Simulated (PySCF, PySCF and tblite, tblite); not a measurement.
# C6H6FN: telling isomers apart by computed NMR, part 2 of 2

PySCF and tblite. Atoms count from 0. Earlier steps stand in the parts before.

### 8 Couplings, isomer B, conformer 1: B3LYP/pcJ-1+6-31G*

What the job is given:

```
{"job": {"xc": "B3LYP", "basis": {"default": "6-31G*", "H": "pcJ-1", "F": "pcJ-1"}, "nuclei": ["H", "F", "P", "Si", "B"], "kind": "j"}, "charge": 0, "multiplicity": 1}
C     -1.958568    -0.164986    -0.100576
C     -0.498498    -0.338670     0.025722
C      0.329890    -1.195880     0.622894
C      1.575634    -0.539219     0.095031
F      2.444459    -0.039831     1.024874
C      0.621540     0.508154    -0.571108
C      0.700005     1.842773    -0.048998
N      0.727080     2.905397     0.370656
H     -2.482352    -0.946135     0.444354
H     -2.254039    -0.198852    -1.149422
H     -2.251798     0.807704     0.294558
H      0.203273    -2.058581     1.246925
H      2.174148    -1.121734    -0.613569
H      0.668548     0.539387    -1.663509
```

The program printed:

```text
coarse grid: 12384 points
cycle   1  E = -386.7215290016  dE =  1.241e+00  |g| = 6.787e-01  |ddm| = 3.736e+00
cycle   2  E = -386.4861092520  dE =  2.354e-01  |g| = 1.276e+00  |ddm| = 1.725e+00
cycle   3  E = -386.8041216191  dE = -3.180e-01  |g| = 2.523e-01  |ddm| = 1.258e+00
cycle   4  E = -386.8178044771  dE = -1.368e-02  |g| = 7.054e-02  |ddm| = 2.389e-01
cycle   5  E = -386.8186644885  dE = -8.600e-04  |g| = 2.390e-02  |ddm| = 6.786e-02
cycle   6  E = -386.8187745931  dE = -1.101e-04  |g| = 4.401e-03  |ddm| = 2.230e-02
cycle   7  E = -386.8187787069  dE = -4.114e-06  |g| = 1.483e-03  |ddm| = 5.837e-03
final grid: 122080 points
cycle   8  E = -386.7746226948  dE = -6.196e-05  |g| = 7.243e-03  |ddm| = 2.310e-02
cycle   9  E = -386.7746111432  dE =  1.155e-05  |g| = 1.080e-02  |ddm| = 1.402e-02
cycle  10  E = -386.7746334476  dE = -2.230e-05  |g| = 2.040e-03  |ddm| = 8.890e-03
cycle  11  E = -386.7746342460  dE = -7.984e-07  |g| = 7.090e-04  |ddm| = 2.121e-03
cycle  12  E = -386.7746343427  dE = -9.667e-08  |g| = 2.136e-04  |ddm| = 6.430e-04
cycle  13  E = -386.7746343515  dE = -8.846e-09  |g| = 6.317e-05  |ddm| = 2.053e-04
cycle  14  E = -386.7746343524  dE = -9.169e-10  |g| = 2.064e-05  |ddm| = 6.984e-05
converged SCF energy = -386.7746343524

Indirect spin-spin couplings (Hz)
  i      j    bonds     total        FC       PSO       DSO        SD
  4 F    8 H    5      0.395     0.399     0.834    -0.918     0.080
  4 F    9 H    5      7.497     7.633     0.844    -1.113     0.133
  4 F   10 H    5     10.739    10.725     0.841    -0.726    -0.101
  4 F   11 H    3      0.990    -0.302     1.584    -0.814     0.522
  4 F   12 H    2     63.484    61.745     6.282    -0.975    -3.568
  4 F   13 H    3      1.160     0.849     1.738    -1.468     0.041
  8 H    9 H    2    -14.491   -13.967     2.210    -2.734         -
  8 H   10 H    2    -14.343   -13.825     2.184    -2.701         -
  8 H   12 H    5     -0.374    -0.016     0.773    -1.130         -
  8 H   13 H    4     -1.232    -0.795     1.006    -1.443         -
  9 H   10 H    2    -20.783   -20.391     2.138    -2.531         -
  9 H   11 H    4     -3.324    -2.862     0.874    -1.336         -
  9 H   12 H    5      3.351     3.593     0.512    -0.754         -
  9 H   13 H    4     -2.114    -2.314    -0.419     0.619         -
 10 H   11 H    4     -3.382    -2.932     0.848    -1.298         -
 10 H   12 H    5      2.306     2.751     0.973    -1.417         -
 10 H   13 H    4     -2.092    -1.891     0.529    -0.730         -
 11 H   12 H    3      0.661     1.049     0.839    -1.227         -
 11 H   13 H    4     -2.006    -1.291     1.379    -2.094         -
 12 H   13 H    3      4.245     3.999    -0.223     0.468         -
```

Wall time 26 s (1 thread of Arm Neoverse V1, shared host); peak memory 0.85 GiB.

This run: HOMO -7.71 eV, LUMO -0.47 eV; dipole 5.17 D.

### 9 Averages, isomer B: properties at PBE0/pcSseg-1

What the job is given:

```
{"job": {"study": "conf", "smiles": "CC1=C[C@H](F)[C@@H]1C#N", "search": {"seed": 3756, "n_embed": 45, "ff_keep": 10, "window": 2.5, "nmax": 6, "temps": [250, 298.15, 350], "t_ref": 298.15, "order": 0.0005}, "level": {"nmr": {"xc": "PBE0", "basis": "pcSseg-1"}, "j": {"xc": "B3LYP", "basis": {"default": "6-31G*", "H": "pcJ-1", "F": "pcJ-1"}, "nuclei": ["H", "F", "P", "Si", "B"]}}, "kind": "conf"}, "charge": 0, "multiplicity": 1}
C     -1.958568    -0.164986    -0.100576
C     -0.498498    -0.338670     0.025722
C      0.329890    -1.195880     0.622894
C      1.575634    -0.539219     0.095031
F      2.444459    -0.039831     1.024874
C      0.621540     0.508154    -0.571108
C      0.700005     1.842773    -0.048998
N      0.727080     2.905397     0.370656
H     -2.482352    -0.946135     0.444354
H     -2.254039    -0.198852    -1.149422
H     -2.251798     0.807704     0.294558
H      0.203273    -2.058581     1.246925
H      2.174148    -1.121734    -0.613569
H      0.668548     0.539387    -1.663509
```

The program printed:

```text
conformer  sym    E(xTB)   E(DFT)   G(298.15 K)  weight  dipole/D
    1     C1      0.000    0.000    0.000   1.0000    5.264

mean shielding (ppm) by class
class atoms           250 K   298.15 K      350 K
  0 C  0            169.426    169.426    169.426
  1 C  1             28.361     28.361     28.361
  2 C  2             43.932     43.932     43.932
  3 C  3            100.225    100.225    100.225
  4 F  4            374.317    374.317    374.317
  5 C  5            145.924    145.924    145.924
  6 C  6              66.15      66.15      66.15
  7 N  7            -40.685    -40.685    -40.685
  8 H  8,9,10        29.636     29.636     29.636
  9 H  11            25.424     25.424     25.424
 10 H  12            26.326     26.326     26.326
 11 H  13            28.292     28.292     28.292
```

Run time: 44 s. Hardware: 1 thread of Arm Neoverse V1, shared host. This counts the runs that the step sums up.

The search (ETKDG and KDG, MMFF94s, GFN2-xTB) embedded 45 structures, kept 1 distinct ones after the force field and 1 after xTB; 1 was carried on (window 2.5 kcal/mol at the search's own energies). Energies: PBE0/pcSseg-1 with D3(BJ).

Conformer by conformer (298 K):

```
no.  group  mirror pair  ΔE xTB  ΔE DFT    ΔG  weight (%)  μ (D)     A, B, C (GHz)
  1     C1           no    0.00    0.00  0.00       100.0   5.26  2.56, 2.16, 1.31
```

Energies in kcal/mol. ΔG holds xTB vibrations and rotation, symmetry numbers and mirror pairs.

Shifts against references run at the same level (19F CFCl3 170.9, 15N NH3 267.7, 1H TMS 31.72, 13C TMS 186.9 ppm of shielding), by class of atoms, at 298 K:

```
      atoms                                environment  average
         C1            fully substituted alkene carbon    158.6
         C2                                  alkene CH    143.0
         C6                             nitrile carbon    120.8
         C3                 allylic sp3 CH bonded to F     86.7
         C5                             allylic sp3 CH     41.0
         C0                      allylic methyl carbon     17.5
        H11                   hydrogen on an alkene CH     6.29
        H12  hydrogen on an allylic sp3 CH bonded to F     5.39
        H13              hydrogen on an allylic sp3 CH     3.42
H8, H9, H10       hydrogen on an allylic methyl carbon     2.08
         F4                  fluorine on an sp3 carbon   -203.4
         N7                           nitrile nitrogen    308.4
```

Couplings (Hz, B3LYP/pcJ-1+6-31G*; one pair named for each class), from conformers that hold 100 % of the weight:

```
   pair  bonds  average
 F4–H12      2     63.5
  H8–H9      2    -16.5
H12–H13      3      4.2
 F4–H13      3      1.2
 F4–H11      3      1.0
H11–H12      3      0.7
 H8–H11      4     -2.2
H11–H13      4     -2.0
 H8–H13      4     -1.8
```

Effective distances for nuclear Overhauser effects, ⟨r⁻⁶⟩^(−1/6) over all pairs of two classes (Å): H12···H13 2.48; H11···H12 2.87; H8···H13 3.39; H8···H11 3.41; H11···H13 3.93.

### 10 Shieldings, isomer A, conformer 1: HSE06/pcSseg-1 in acetone

What the job is given:

```
{"job": {"xc": "HSE06", "basis": "pcSseg-1", "solvent": "acetone", "grid": 1, "scf": {"guess": "huckel"}, "kind": "nmr", "pop": false}, "charge": 0, "multiplicity": 1}
C      1.958030     0.113818     0.131228
C      0.503966     0.315259    -0.088920
C     -0.324869     1.360501    -0.150868
C     -1.554123     0.503399    -0.290904
F     -2.234861     0.638297    -1.464073
C     -0.592436    -0.727463    -0.290120
C     -0.774039    -1.688758     0.775331
N     -0.911168    -2.423861     1.646507
H      2.399236    -0.405009    -0.721877
H      2.121459    -0.501983     1.017693
H      2.459689     1.072054     0.264434
H     -0.202350     2.431133    -0.109088
H     -2.288204     0.538176     0.521237
H     -0.561009    -1.226036    -1.262747
```

The program printed:

```text
final grid: 56336 points
cycle   1  E = -373.7999237422  dE =  8.761e+00  |g| = 7.187e+00  |ddm| = 7.049e+00
cycle   2  E = -340.1311939269  dE =  3.367e+01  |g| = 1.058e+01  |ddm| = 5.980e+01
cycle   3  E = -385.5013204085  dE = -4.537e+01  |g| = 2.004e+00  |ddm| = 5.961e+01
cycle   4  E = -381.8967731059  dE =  3.605e+00  |g| = 3.729e+00  |ddm| = 4.505e+00
cycle   5  E = -386.2739950650  dE = -4.377e+00  |g| = 5.259e-01  |ddm| = 3.569e+00
cycle   6  E = -386.3143131810  dE = -4.032e-02  |g| = 3.491e-01  |ddm| = 9.053e-01
cycle   7  E = -386.3363157773  dE = -2.200e-02  |g| = 1.590e-01  |ddm| = 3.648e-01
cycle   8  E = -386.3417463743  dE = -5.431e-03  |g| = 1.920e-02  |ddm| = 1.177e-01
cycle   9  E = -386.3417958793  dE = -4.951e-05  |g| = 1.378e-02  |ddm| = 2.163e-02
cycle  10  E = -386.3418327590  dE = -3.688e-05  |g| = 5.273e-03  |ddm| = 1.457e-02
cycle  11  E = -386.3418388938  dE = -6.135e-06  |g| = 1.275e-03  |ddm| = 4.590e-03
cycle  12  E = -386.3418391784  dE = -2.846e-07  |g| = 6.553e-04  |ddm| = 1.339e-03
cycle  13  E = -386.3418392762  dE = -9.777e-08  |g| = 7.684e-05  |ddm| = 6.245e-04
cycle  14  E = -386.3418392775  dE = -1.286e-09  |g| = 1.263e-05  |ddm| = 6.989e-05
cycle  15  E = -386.3418392775  dE = -3.297e-11  |g| = 5.690e-06  |ddm| = 1.371e-05
converged SCF energy = -386.3418392775

GIAO shielding tensors (ppm)
atom      isotropic    diamagn.    paramagn.     s11        s22        s33       span
  0 C      167.530     245.861     -78.331    151.690    164.148    186.752     35.062
  1 C       25.085     259.596    -234.511   -102.805     37.335    140.725    243.530
  2 C       43.041     250.598    -207.557    -56.680     49.077    136.724    193.404
  3 C       95.152     246.884    -151.732     64.303     78.150    143.002     78.698
  4 F      366.769     470.287    -103.517    345.965    371.322    383.021     37.056
  5 C      145.711     251.546    -105.835    133.819    145.578    157.736     23.917
  6 C       58.663     260.020    -201.356    -59.563    -56.615    292.168    351.731
  7 N      -21.597     342.330    -363.927   -182.712   -165.671    283.591    466.303
  8 H       29.506      27.685       1.821     25.542     27.491     35.484      9.942
  9 H       29.502      28.462       1.041     25.301     28.393     34.812      9.511
 10 H       29.298      27.895       1.403     25.411     27.584     34.900      9.489
 11 H       25.041      32.205      -7.164     23.882     24.394     26.845      2.963
 12 H       26.009      28.979      -2.970     22.637     26.479     28.911      6.274
 13 H       28.079      28.505      -0.426     24.538     27.815     31.883      7.345
```

It took 21 s on 1 thread of Arm Neoverse V1, shared host; peak memory 1 GiB.

This run: HOMO -7.48 eV, LUMO -0.63 eV; dipole 4.43 D.

### 11 Boltzmann average, isomer A: properties at HSE06/pcSseg-1 in acetone

What the job is given:

```
{"job": {"study": "conf", "smiles": "CC1=C[C@@H](F)[C@@H]1C#N", "search": {"seed": 3756, "n_embed": 45, "ff_keep": 10, "window": 2.5, "nmax": 6, "temps": [250, 298.15, 350], "t_ref": 298.15, "order": 0.0005}, "level": {"nmr": {"xc": "HSE06", "basis": "pcSseg-1", "solvent": "acetone", "grid": 1, "scf": {"guess": "huckel"}}, "alter": {"geometry": "GFN1-xTB"}, "change": "HSE06/pcSseg-1; solvent acetone; grid level 1; guess huckel; GFN1-xTB geometries"}, "kind": "conf"}, "charge": 0, "multiplicity": 1}
C      1.958030     0.113818     0.131228
C      0.503966     0.315259    -0.088920
C     -0.324869     1.360501    -0.150868
C     -1.554123     0.503399    -0.290904
F     -2.234861     0.638297    -1.464073
C     -0.592436    -0.727463    -0.290120
C     -0.774039    -1.688758     0.775331
N     -0.911168    -2.423861     1.646507
H      2.399236    -0.405009    -0.721877
H      2.121459    -0.501983     1.017693
H      2.459689     1.072054     0.264434
H     -0.202350     2.431133    -0.109088
H     -2.288204     0.538176     0.521237
H     -0.561009    -1.226036    -1.262747
```

The program printed:

```text
conformer  sym    E(xTB)   E(DFT)   G(298.15 K)  weight  dipole/D
    1     C1      0.000    0.000    0.000   1.0000    4.430

mean shielding (ppm) by class
class atoms           250 K   298.15 K      350 K
  0 C  0             167.53     167.53     167.53
  1 C  1             25.085     25.085     25.085
  2 C  2             43.041     43.041     43.041
  3 C  3             95.152     95.152     95.152
  4 F  4            366.769    366.769    366.769
  5 C  5            145.711    145.711    145.711
  6 C  6             58.663     58.663     58.663
  7 N  7            -21.597    -21.597    -21.597
  8 H  8,9,10        29.435     29.435     29.435
  9 H  11            25.041     25.041     25.041
 10 H  12            26.009     26.009     26.009
 11 H  13            28.079     28.079     28.079
```

Run time: 21 s. Hardware: 1 thread of Arm Neoverse V1, shared host. This counts the runs that the step sums up.

Against the first level, at 298 K (shieldings, ppm; largest changes first):

```
atoms  PBE0/pcSseg-1  HSE06/pcSseg-1 in acetone  change
   N7          -39.7                      -21.6   +18.1
   C6           65.3                       58.7    -6.7
   F4          363.1                      366.8    +3.7
   C1           28.2                       25.1    -3.1
   C2           44.8                       43.0    -1.8
   C0          169.1                      167.5    -1.6
   C5          146.6                      145.7    -0.9
   C3           95.8                       95.2    -0.7
  H13          28.49                      28.08   -0.41
  H11          25.43                      25.04   -0.39
```

Weights: from PBE0/pcSseg-1 energies 1: 100 %; from HSE06/pcSseg-1 in acetone energies 1: 100 % (with a dispersion term where the level has one and the same thermal terms, so they don't follow from the SCF energies alone). Times: 48 s and 21 s.

### 12 Assigning the signals

What the job is given:

```
{"job": {"study": "set", "relation": "diastereomers", "members": [{"smiles": "[CH3:1][C:2]1=[CH:3][C@@H:4]([F:5])[C@@H:6]1[C:7]#[N:8]"}, {"smiles": "[CH3:1][C:2]1=[CH:3][C@H:4]([F:5])[C@@H:6]1[C:7]#[N:8]"}], "charge": 0, "search": {"seed": 3756, "n_embed": 45, "ff_keep": 10, "window": 2.5, "nmax": 6, "temps": [250, 298.15, 350], "t_ref": 298.15, "order": 0.0005}, "level": {"nmr": {"xc": "PBE0", "basis": "pcSseg-1"}, "j": {"xc": "B3LYP", "basis": {"default": "6-31G*", "H": "pcJ-1", "F": "pcJ-1"}, "nuclei": ["H", "F", "P", "Si", "B"]}}, "dp4": {"C": [2.5, 10], "H": [0.15, 10]}, "second_levels": [{"nmr": {"xc": "HSE06", "basis": "pcSseg-1", "solvent": "acetone", "grid": 1, "scf": {"guess": "huckel"}}, "wide": true, "alter": {"geometry": "GFN1-xTB"}, "change": "HSE06/pcSseg-1; solvent acetone; grid level 1; guess huckel; GFN1-xTB geometries"}], "kind": "set"}, "charge": 0, "multiplicity": 1}
C      1.955913     0.110164     0.129242
C      0.510804     0.317103    -0.085315
C     -0.326452     1.353361    -0.138824
C     -1.555181     0.500754    -0.299749
F     -2.247855     0.650090    -1.472115
C     -0.585488    -0.724171    -0.293384
C     -0.768334    -1.665144     0.772432
N     -0.898385    -2.391856     1.645837
H      2.394084    -0.407679    -0.723983
H      2.114707    -0.512053     1.010276
H      2.460094     1.063218     0.266567
H     -0.214353     2.418627    -0.089386
H     -2.288509     0.527516     0.511907
H     -0.551721    -1.240403    -1.255672
```

The program printed:

```text
isomer  G rel   conformers  SMILES
A     0.000      1   CC1=C[C@@H](F)[C@@H]1C#N
B     1.074      1   CC1=C[C@H](F)[C@@H]1C#N

signals of isomer A at the second level: probabilities [0.58331, 0.41669]
```

It took 1.9 min on 1 thread of Arm Neoverse V1, shared host; peak memory 1 GiB. This counts the whole study up to here.

The 2 candidates (diastereomers), with energies and dipoles from their ensembles above, at 298 K; shieldings at PBE0/pcSseg-1:

```
isomer                    SMILES  conformers    ΔE    ΔG  μ rms (D)
     A  CC1=C[C@@H](F)[C@@H]1C#N           1  0.00  0.00       3.58
     B   CC1=C[C@H](F)[C@@H]1C#N           1  1.05  1.07       5.26
```

Energies in kcal/mol.

The signals of isomer A, computed at a second level (HSE06/pcSseg-1 in acetone on GFN1-xTB geometries), stand in for a spectrum. The test takes 6 C values, 4 H values (hydrogens on carbon alone). Each candidate's shieldings are matched to them by assigned atoms (like hydrogens of one group may swap) by a straight-line fit, or by a shift alone where signals are few or close (slope 1; a small slope inflates the errors), and the errors are weighed by Student-t tails (C: width 2.5 ppm, H: width 0.15 ppm).

```
candidate  C slope  C mean error  C largest  H slope  H mean error  H largest  P(C)  P(H)  P(all)
        A     0.98           1.4        3.7     0.97          0.07       0.13  85.2  19.5    58.3
        B     0.98           2.0        3.9     0.96          0.02       0.03  14.8  80.5    41.7
```

Errors in ppm, probabilities in per cent.

### 13 What came out

What follows sums up all 2 parts.

| quantity | value |
| --- | --- |
| conformers, isomer A | 1; the first in weight is no. 1 (C1), 100 % at 298 K |
| root-mean-square dipole, isomer A | 3.58 D |
| averaged 13C shifts, isomer A (PBE0/pcSseg-1) | 158.7, 142.1, 121.6, 91.1, 40.3, 17.8 ppm |
| averaged 1H shifts, isomer A (PBE0/pcSseg-1) | 6.29, 5.42, 3.23, 2.11 ppm |
| averaged 19F shifts, isomer A (PBE0/pcSseg-1) | -192.1 ppm |
| conformers, isomer B | 1; the first in weight is no. 1 (C1), 100 % at 298 K |
| root-mean-square dipole, isomer B | 5.26 D |
| averaged 13C shifts, isomer B (PBE0/pcSseg-1) | 158.6, 143.0, 120.8, 86.7, 41.0, 17.5 ppm |
| averaged 1H shifts, isomer B (PBE0/pcSseg-1) | 6.29, 5.39, 3.42, 2.08 ppm |
| averaged 19F shifts, isomer B (PBE0/pcSseg-1) | -203.4 ppm |
| lowest in free energy | isomer A |
| signals of A (HSE06/pcSseg-1 in acetone on GFN1-xTB geometries) | best fit A, 58 % |

What this shows: The search found one conformer for isomer A in the window, so the averages are its own values. The search found one conformer for isomer B in the window, so the averages are its own values. Going from PBE0/pcSseg-1 to HSE06/pcSseg-1 in acetone moves N7 of isomer A most, by 18.1 ppm of raw shielding (the geometries differ too). The test names the right isomer, A, with 58 %, which is no clear verdict. Carbon and hydrogen point to different candidates. The stand-in spectrum is computed, so it shares conformers and some errors with the candidates; a measured one would test harder.
